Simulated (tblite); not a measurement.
# C5H11NOSi2: the cost of one run

Computed with tblite 0.8.0 and PySCF 2.14.0, with density-fitted response routines of our own, on a single molecule, in the gas phase or a continuum. Atoms count from 0, in the outputs and in this text.

## 1. The molecule as given

20 atoms, charge 0, multiplicity 1; geometry from: force field or distance geometry start.

Bonds of the start (Å): C0–C1 1.47, C1–C2 1.19, C2–C3 1.49, C3–C4 1.56, C4–Si5 1.91, Si5–N6 1.69, Si5–O7 1.69, O7–Si8 1.72, Si8–C3 2.00, C0–H9 1.10, C0–H10 1.09, C0–H11 1.08, C3–H12 1.08, C4–H13 1.10, C4–H14 1.10, Si5–H15 1.47, N6–H16 1.02, N6–H17 1.02, Si8–H18 1.48, Si8–H19 1.48.

## 2. Geometry optimisation with GFN2-xTB

The job: settings as JSON, then the geometry in Å.

```
{"job": {"kind": "relax", "xc": "GFN2-xTB", "basis": "xTB"}, "charge": 0, "multiplicity": 1}
C      3.446500     0.833700     0.464600
C      2.215700     0.214600    -0.061200
C      1.229500    -0.304800    -0.473800
C     -0.012800    -0.910200    -1.021400
C     -1.055600     0.172800    -1.420500
Si    -2.228400     0.508000     0.048300
N     -1.681500     1.749100     1.060900
O     -2.027200    -0.905400     0.960000
Si    -0.893300    -2.048500     0.367700
H      3.190000     1.694500     1.102200
H      4.013200     0.125000     1.063000
H      4.069400     1.183600    -0.351900
H      0.228400    -1.556100    -1.857900
H     -1.675700    -0.222900    -2.240100
H     -0.585800     1.103000    -1.787400
H     -3.633700     0.731900    -0.316300
H     -2.269900     1.765000     1.897400
H     -0.750000     1.515600     1.400900
H      0.031200    -2.475600     1.445500
H     -1.615200    -3.162600    -0.283200
```

Started as:

```sh
> OMP_NUM_THREADS=1 python probes_run.py task.json out
```

This one command runs all jobs of the session in turn.

**Question.** How long does this first job take on 1 thread of Arm Neoverse N1, shared host, and how much memory does it need?

About 2.1 s, with a peak of 0.18 GiB.
